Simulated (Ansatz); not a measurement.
**CH₆AlFSSi: a ladder of functionals and wavefunction methods**

One table from this session's results is given with a row withheld; the runs are named, their logs left out.

Method: functionals in def2-TZVPP, the program's frozen cores in correlated methods; program: Ansatz 0.2.0, Gaussian basis.

Plan: PBE-D4, r2SCAN-D4, PBE0-D4, B3LYP-D4, ωB97X-V, ωB97M-V, B2PLYP; CCSD(T)/def2-TZVPP; MP2/def2-QZVPP; extrapolation to the limit.

### The relaxed structure

The geometry comes from an earlier relaxation with PBE0-D4 in a triple-zeta def2 set; it is a stationary point, not always the lowest conformer.

11 atoms, charge 0, spin multiplicity 1.

Atoms are counted from 1 here; the program's logs count them from 0.

Bond lengths: C1–S2 1.819 Å, C1–H6 1.088 Å, C1–H7 1.089 Å, C1–H8 1.090 Å, S2–Si3 2.278 Å, S2–Al5 2.470 Å, Si3–F4 1.609 Å, Si3–Al5 2.401 Å, Si3–H9 1.490 Å, Al5–H10 1.584 Å, Al5–H11 1.584 Å. Angles: S2–C1–H6 108.7°, S2–C1–H7 107.4°, S2–C1–H8 111.4°, H6–C1–H7 110.2°, H6–C1–H8 109.7°, H7–C1–H8 109.3°, C1–S2–Si3 97.9°, C1–S2–Al5 97.2°, Si3–S2–Al5 60.6°, S2–Si3–F4 105.8°, S2–Si3–Al5 63.6°, S2–Si3–H9 103.1°, F4–Si3–Al5 127.6°, F4–Si3–H9 105.8°, Al5–Si3–H9 126.6°, S2–Al5–Si3 55.7°, S2–Al5–H10 109.5°, S2–Al5–H11 106.5° and more.

Set-up of the first run:

in.yaml

```yaml
crystal:
  periodic: [false, false, false]
  atoms:
    - {symbol: C, position_ang: [-1.640824, 0.086628, 0.194260]}
    - {symbol: S, position_ang: [-0.150954, 0.781333, 0.974071]}
    - {symbol: Si, position_ang: [1.262837, -0.955100, 0.553954]}
    - {symbol: F, position_ang: [0.345029, -2.276172, 0.549368]}
    - {symbol: Al, position_ang: [1.264199, 0.832699, -1.049390]}
    - {symbol: H, position_ang: [-2.155065, -0.539287, 0.920595]}
    - {symbol: H, position_ang: [-2.274375, 0.921956, -0.098694]}
    - {symbol: H, position_ang: [-1.390954, -0.502864, -0.687847]}
    - {symbol: H, position_ang: [2.080955, -1.034116, 1.796203]}
    - {symbol: H, position_ang: [2.443739, 1.869381, -0.842944]}
    - {symbol: H, position_ang: [0.280612, 0.758544, -2.288978]}
basis:
  gaussian: {orbitals: def2-TZVPP}
hamiltonian: {xc: pbe, dispersion: d4}
output: {forces: true, orbitals: {seedname: orbitals}}
```

Started as:

```bash
ansatz run in.yaml --threads 4 --pin off --events-out ev --progress --plain --max-ram 10444MiB
```

Among the steps run: PBE-D4 (GGA); r2SCAN-D4 (meta-GGA); PBE0-D4 (hybrid); B3LYP-D4 (hybrid); ωB97X-V (range-separated); ωB97M-V (range-separated); B2PLYP (double hybrid); CCSD(T) in def2-TZVPP; MP2 in def2-QZVPP.

One table of the session follows, with a row left open; its other results are not shown here.

| method | atomisation energy (kJ/mol) |
| --- | --- |
| PBE-D4 | 3626.1 |
| r2SCAN-D4 | 3616.9 |
| PBE0-D4 | 3580.7 |
| B3LYP-D4 | 3579.5 |
| ωB97X-V | 3620.0 |
| ωB97M-V | 3609.7 |
| B2PLYP | 3535.3 |
| HF/def2-TZVPP | 2653.9 |
| MP2/def2-TZVPP | 3540.6 |
| CCSD/def2-TZVPP | 3449.0 |
| CCSD(T)/def2-TZVPP | 3501.1 |
| MP2/CBS | ? |
| CCSD(T)/CBS | 3605.7 |

Q: Estimate the row for MP2/CBS from the others.

The run gave: atomisation energy (kJ/mol): 3645.1. In the column «atomisation energy (kJ/mol)» it is the highest.
